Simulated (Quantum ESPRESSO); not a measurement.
## Co2Pd under changes of volume

One of the cells (12.694 Å³/atom); the others are scaled copies at fixed shape and fractional positions:

```xyz
3
Lattice="2.6379 0.0000 0.0000 -1.3190 2.2845 0.0000 0.0000 0.0000 6.3193" Properties=species:S:1:pos:R:3 pbc="T T T"
Pd    0.0000    0.0000    0.0000
Co    1.3190    0.7615    2.2104
Co    0.0000    1.5230    4.1090
```

The cell comes from a database or a generator and needn't be the stable form of this composition.

| Property | Result |
| --- | --- |
| Program | Quantum ESPRESSO 7.5 |
| Functional | LDA |
| Potentials or basis | GBRV 1.5 LDA |
| Cutoff | 762 eV |
| Density cutoff | 6095 eV |
| k mesh | 10 × 10 × 3 |
| Occupations | fermi-dirac, width 0.05 eV |
| Spin | collinear spin, ferromagnetic start |
| Starting moments | [0.0, 2.0, 2.0] μB |

```tsv
volume (Å³/atom)	energy over the lowest point (meV/atom)	pressure (GPa)	moment (μB per cell)
11.933	0.00	-4.7	3.73
12.187	10.83	-9.1	3.76
12.440	28.23	-13.0	3.79
12.694	51.37	-16.4	3.82
12.948	79.51	-19.4	3.85
13.202	?	?	?
13.456	148.62	-24.3	3.88
```

Q: What does the run at 13.202 Å³/atom give?

A: Energy over the lowest point 112.12 meV/atom; pressure -22.0 GPa; moment 3.87 μB per cell.

Worked out: A Birch-Murnaghan fit of order 3 (a polynomial in V^(-2/3)) to the other rows has its minimum at 11.70 Å³/atom, just outside them, with B0 = V·E''(V) = 244 GPa and B' = 5.0 at fixed shape and positions, which overstates the stiffness. It gives 112.14 meV/atom at 13.202 Å³/atom, against the run's 112.12, and -dE/dV = -21.8 GPa, against -22.0. A parabola through the other rows of the moment, of slope 0.0731 μB per Å³/atom there, gives 3.87 μB, against the run's 3.87.

Energies are extrapolated to zero smearing.
